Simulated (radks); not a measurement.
# Cr in [Ar] 3d5 4s1: an all-electron calculation

One table from this session's results is given with a row withheld; the runs are named, their logs left out.

Program: radks (a radial shooting solver on a logarithmic mesh, Libxc functionals) version 1. Level of theory: non-relativistic Kohn-Sham, r2SCAN, spin-polarised, spherical densities, point nucleus; open shells are filled with parallel spins first. These are calculated values, not measurements, unless marked.

## The system

- element: chromium (Z = 24)
- charge: 0
- electrons: 24
- configuration: [Ar] 3d5 4s1

The outer shells:

Cr
```
[Ar] core
3d [↑ ][↑ ][↑ ][↑ ][↑ ]
4s [↑ ]
```

The first run:

Input:

```text
Z 24
configuration [Ar] 3d5 4s1 4p0 5s0
relativity non-relativistic
functional r2scan,r2scan
spin polarised
nucleus point
```

Started as:

```console
python run_ks.py task.json out
```

All runs below come from this command, one after another.

Steps of the session up to this table: Self-consistent calculation.

One table of the session follows, with a row left open; its other results are not shown here.

It belongs to the step «Orbitals and density». From the orbitals of this run (lengths in bohr):

| level | <r> | outermost maximum (interpolated) | 90 % within | nodes |
| --- | --- | --- | --- | --- |
| 1s down | 0.06420 | 0.0423 | 0.114 | 0 |
| 1s up | 0.06420 | 0.0423 | 0.114 | 0 |
| 2s up | 0.2956 | 0.246 | 0.458 | 1 |
| 2s down | 0.2949 | 0.246 | 0.457 | 1 |
| 2p up | 0.2611 | 0.199 | 0.428 | 0 |
| 2p down | ? | ? | ? | ? |
| 3s up | 0.9106 | 0.783 | 1.37 | 2 |
| 3s down | 0.9136 | 0.784 | 1.37 | 2 |
| 3p up | 0.9709 | 0.802 | 1.50 | 1 |
| 3p down | 0.9736 | 0.804 | 1.50 | 1 |
| 4s up | 3.325 | 2.72 | 5.05 | 3 |
| 3d up | 1.449 | 0.839 | 2.64 | 0 |
| 4p up | 4.636 | 3.58 | 7.33 | 2 |

Estimate the missing values for 2p down.

As computed: <r>: 0.2604; outermost maximum (interpolated): 0.199; 90 % within: 0.426; nodes: 0. In the column «<r>» it lies between 1s up (0.06420) and 2p up (0.2611).

Caveats from the session: Open shells are spherical and high-spin; term and fine-structure splittings are not resolved.
